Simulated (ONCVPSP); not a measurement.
# Platinum: generating and testing an ONCV potential

Aim: build the potential from the settings below, then test how well it stands in for the atom: other configurations, scattering, ghost states and the plane-wave cutoff that it needs.

The numbers are computed with ONCVPSP 4.0.1 (PBEsol, scalar-relativistic, spin-unpolarised reference atom).

## 1. The atom and the settings

Typed settings, in words:

| Property | Result |
| --- | --- |
| element | platinum (Pt, Z = 78) |
| type | optimised norm-conserving Vanderbilt (ONCV) |
| frozen core | [Kr] 4d10 |
| valence charge | 32 |
| reference configuration | 4f14 5s2 5p6 5d9 6s1 |
| partial waves | 5s+6s: rc 1.45 bohr, ncon 3, nbas 7, qcut 8.4 1/bohr, 2 projectors; 5p: rc 1.60 bohr, ncon 3, nbas 7, qcut 7.7 1/bohr, 2 projectors, debl 2.1 Ha; 5d: rc 2.00 bohr, ncon 4, nbas 9, qcut 7.5 1/bohr, 1 projector; 4f: rc 0.80 bohr, ncon 3, nbas 8, qcut 18.7 1/bohr, 3 projectors, debl 1 Ha |
| local potential | polynomial inside 0.75 bohr (lpopt 5, dvloc0 -1 Ha) |
| core correction | Teter function, parameters optimised by the program |

The outer shells as boxes (Hund's rule for the drawing; the calculation is spin-unpolarised):

```
[Kr] core
4d [↑↓][↑↓][↑↓][↑↓][↑↓]
4f [↑↓][↑↓][↑↓][↑↓][↑↓][↑↓][↑↓]
5s [↑↓]
5p [↑↓][↑↓][↑↓]
5d [↑↓][↑↓][↑↓][↑↓][↑ ]
6s [↑ ]
```

An earlier all-electron run gives the scale for the radii.

All-electron outer shells of the reference configuration (PBEsol, scalar-relativistic, ld1.x):

```tsv
shell	level (eV)	outermost node (bohr)	outermost maximum (bohr)
4d	-306.68	0.20	0.42
5s	-101.88	0.49	0.87
4f	-70.14	–	0.38
5p	-56.04	0.53	0.98
5d	-6.17	0.57	1.26
6s	-5.70	1.14	2.38
6p	-0.78	1.36	3.60
```

## 2. Generating the potential

The input, Pt.dat:

```
# ATOM AND REFERENCE CONFIGURATION
# atsym  z   nc   nv     iexc    psfile
  Pt 78.00    9    5  -116133      upf
#
#   n    l    f
    1    0    2.00
    2    0    2.00
    2    1    6.00
    3    0    2.00
    3    1    6.00
    3    2   10.00
    4    0    2.00
    4    1    6.00
    4    2   10.00
    4    3   14.00
    5    0    2.00
    5    1    6.00
    5    2    9.00
    6    0    1.00
#
# PSEUDOPOTENTIAL AND OPTIMIZATION
# lmax
    3
#
#   l,   rc,      ep,       ncon, nbas, qcut
    0    1.45    0.00    3    7    8.40
    1    1.60    0.00    3    7    7.70
    2    2.00    0.00    4    9    7.50
    3    0.80    0.00    3    8   18.70
#
# LOCAL POTENTIAL
# lloc, lpopt,  rc(5),   dvloc0
    4    5    0.75   -1.00
#
# VANDERBILT-KLEINMAN-BYLANDER PROJECTORs
# l, nproj, debl
    0    2    2.00
    1    2    2.10
    2    1    1.40
    3    3    1.00
#
# MODEL CORE CHARGE
# icmod, fcfact, rcfact
    4    0.75    0.00
#
# LOG DERIVATIVE ANALYSIS
# epsh1, epsh2, depsh
   -5.00    5.00    0.04
#
# OUTPUT GRID
# rlmax, drl
    6.00    0.01
#
# TEST CONFIGURATIONS
# ncnf
    4
# nvcnf
#   n    l    f
    5
    4    3   14.00
    5    0    2.00
    5    1    6.00
    5    2    9.00
    6    0    0.00
#
    5
    4    3   14.00
    5    0    2.00
    5    1    6.00
    5    2    8.00
    6    0    0.00
#
    5
    4    3   14.00
    5    0    2.00
    5    1    6.00
    5    2    7.00
    6    0    0.00
#
    5
    4    3   14.00
    5    0    2.00
    5    1    6.00
    5    2    6.00
    6    0    0.00
#
```

On the command line:

```bash
oncvpsp.x < Pt.dat > Pt.out
```

Before running it: what results should come out? Wanted: cutoffs for 1 and 0.1 mHa per electron, occupied waves; bound ghosts; GHOST(+) flags; largest miss of a reference level; largest test error; largest phase difference near zero energy, channels read; rms error of d²Exc/dn², without and with the model core; projector energies reset by the program.

The runs gave:

| quantity | value |
| --- | --- |
| cutoffs for 1 and 0.1 mHa per electron, occupied waves | 168 Ha and 470 Ha |
| bound ghosts | s at -365.14 eV |
| GHOST(+) flags | p at 34 eV |
| largest miss of a reference level | 17 meV (4f) |
| largest test error (AE − PS) | +20 meV, for 4f14 5s2 5p6 5d6 6s0 |
| largest phase difference near zero energy, channels read | 0.002 rad |
| rms error of d²Exc/dn², without and with the model core | 5.52 and 1.00 mHa |
| projector energies reset by the program | f: -2.578, 0.250, 1.250 Ha |

What this shows: A bound ghost (s) makes it unfit for use: electrons can fall into a state that the atom doesn't have. The worst unpolarised test, 4f14 5s2 5p6 5d6 6s0, is off by 20 meV on 107.2 eV; by total energies transferability rates as good. Atomic tests can pass in spite of a ghost, since they solve only for the levels asked. It counts as very hard, with 168 Ha needed at the looser tolerance. The tighter tolerance needs 470 Ha, and converged work needs a cutoff nearer that. At the looser tolerance the 4f wave is the slowest; 5s needs 26 Ha. Near zero energy the phases of the channels with partial waves agree within 0.002 rad. The program also flags highly localised states, GHOST(+) (p). All of this concerns the isolated atom, not yet a solid.
